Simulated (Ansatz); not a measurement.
**SiN2H4F (SMILES N[Si](N)F) at UHF/3-21G**

Aim: the energy change on altering one bond length of SiN2H4F at UHF/3-21G, from 2 runs. 

The results are computed with Ansatz 0.2.0.

37 further runs of the same task are left out: 37 set aside as unsound or not needed.

## Step 1: Starting point

SiN2H4F has 8 atoms, charge 0, and is taken as a doublet. SMILES: `N[Si](N)F`. The shape is that of a PBE0-D4/def2-TZVP optimisation. This is one conformer, not always the lowest.

Bond lengths: N1–Si2 1.712 Å, Si2–N3 1.701 Å, Si2–F4 1.611 Å, N1–H5 1.008 Å, N1–H6 1.008 Å, N3–H7 1.005 Å, N3–H8 1.009 Å. Angles: N1–Si2–N3 106.6°, N1–Si2–F4 103.4°, N3–Si2–F4 115.9°, Si2–N1–H5 119.3°, Si2–N1–H6 119.1°, Si2–N3–H7 121.7°, Si2–N3–H8 121.3°, H5–N1–H6 111.5°, H7–N3–H8 112.7°.

## Step 2: The energy at UHF/3-21G

File run.yaml:

```yaml
crystal:
  periodic: [false, false, false]
  atoms:
    - symbol: N
      position_ang: [-0.814900, 1.031500, -0.359900]
    - symbol: Si
      position_ang: [0.517200, -0.020700, -0.581300]
    - symbol: "N"
      position_ang: [0.780300, -0.793300, 0.910700]
    - symbol: F
      position_ang: [0.045300, -0.971200, -1.794000]
    - symbol: H
      position_ang: [-1.331700, 1.348900, -1.165000]
    - symbol: H
      position_ang: [-0.763800, 1.744700, 0.350200]
    - symbol: H
      position_ang: [1.648600, -1.254800, 1.120500]
    - symbol: H
      position_ang: [0.011100, -1.142300, 1.463200]
basis:
  gaussian:
    orbitals: 3-21G.json
magnetization:
  spin_polarized: true
  initial_magnetization: 1
hamiltonian:
  xc: hf
accuracy: high
output: {orbitals: {seedname: orbitals}}
```

The basis set 3-21G is read from a file made from the Basis Set Exchange's data (not shown).

Started as:

```bash
ansatz run run.yaml --threads 1 --pin off --max-ram 3480MiB --events-out events.jsonl --progress --plain --runs-dir runs
```

Log:

```text
Warning: RAYON_NUM_THREADS=1 ignored (pool sized by the plan → 1); use --threads N
Functional definition: HF
  name "HF"
  exchange = exact_x
  correlation = 0
1125 factors; integrals over basis functions are off by at most 5.2e-9 eV
mean field evaluation 1: about -13521.3047 eV, gradient 2.7e1 eV
mean field evaluation 2: about -13521.3104 eV, gradient 2.7e1 eV
mean field evaluation 4: about -13524.1642 eV, gradient 1.7e0 eV
mean field evaluation 8: about -13524.2034 eV, gradient 2.1e-1 eV
mean field -13524.20433144 eV, -497.0053421456 hartree, gradient 6.0e-8 eV, S^2 0.753827; 0 other end points of the search recorded, 0 dependent functions left out
reference -13524.20433144 eV, -497.0053421456 hartree; 21, 20 occupied and 27, 28 virtual orbitals, 1125 factors
Total energy: -13524.20433144 eV, -497.0053421456 hartree
```

Run time: 0.81 s. Hardware: 1 thread of Arm Neoverse V1, shared host; peak memory 0.13 GiB.

## Step 3: The distorted shape

File molecule.yaml:

```yaml
crystal:
  periodic: [false, false, false]
  atoms:
    - {symbol: "N", position_ang: [-0.737365, 0.983880, -0.239111]}
    - {symbol: Si, position_ang: [0.594735, -0.068320, -0.460511]}
    - {symbol: N, position_ang: [0.857835, -0.840920, 1.031489]}
    - {symbol: F, position_ang: [0.122835, -1.018820, -1.673211]}
    - {symbol: H, position_ang: [-1.331700, 1.348900, -1.165000]}
    - {symbol: H, position_ang: [-0.686265, 1.697080, 0.470989]}
    - {symbol: H, position_ang: [1.726135, -1.302420, 1.241289]}
    - {symbol: H, position_ang: [0.088635, -1.189920, 1.583989]}
basis:
  gaussian:
    orbitals: 3-21G.json
magnetization:
  spin_polarized: true
  initial_magnetization: 1
hamiltonian:
  xc: hf
accuracy: high
output:
  orbitals: {seedname: orbitals}
```

The basis set 3-21G is read from a file made from the Basis Set Exchange's data (not shown).

Started as:

```bash
ansatz run molecule.yaml --threads 1 --pin off --max-ram 3480MiB --events-out events.jsonl --progress --plain --runs-dir runs
```

Log:

```text
Warning: RAYON_NUM_THREADS=1 ignored (pool sized by the plan → 1); use --threads N
[... 4 set-up lines as earlier in the session ...]
1127 factors; integrals over basis functions are off by at most 6.3e-9 eV
mean field evaluation 1: about -13520.8736 eV, gradient 2.7e1 eV
mean field evaluation 2: about -13520.8799 eV, gradient 2.7e1 eV
mean field evaluation 4: about -13523.7252 eV, gradient 1.7e0 eV
mean field evaluation 8: about -13523.7713 eV, gradient 2.8e-3 eV
mean field -13523.77134879 eV, -496.9894303265 hartree, gradient 6.4e-8 eV, S^2 0.754189; 0 other end points of the search recorded, 0 dependent functions left out
reference -13523.77134879 eV, -496.9894303265 hartree; 21, 20 occupied and 27, 28 virtual orbitals, 1127 factors
Total energy: -13523.77134879 eV, -496.9894303265 hartree
```

Run time: 0.83 s. Hardware: 1 thread of Arm Neoverse V1, shared host; peak memory 0.13 GiB.

## Step 4: Results

At UHF/3-21G:

| quantity | value |
| --- | --- |
| first shape: total energy | -497.00534 Eh |
| first shape: HOMO energy (highest over α and β) | -8.34 eV |
| first shape: LUMO energy (lowest over α and β) | 2.10 eV |
| first shape: ⟨S²⟩ | 0.754 |
| distorted shape: total energy | -496.98943 Eh |
| distorted shape: HOMO energy (highest over α and β) | -8.31 eV |
| distorted shape: LUMO energy (lowest over α and β) | 2.12 eV |
| distorted shape: ⟨S²⟩ | 0.754 |
| energy change with the N1–H5 bond stretched from 1.008 to 1.159 Å | 0.433 eV |

What this shows: With the N1–H5 bond stretched from 1.008 to 1.159 Å the energy rises by 0.43 eV (10.0 kcal/mol). The first shape isn't relaxed at this level, so the change isn't measured from a minimum.
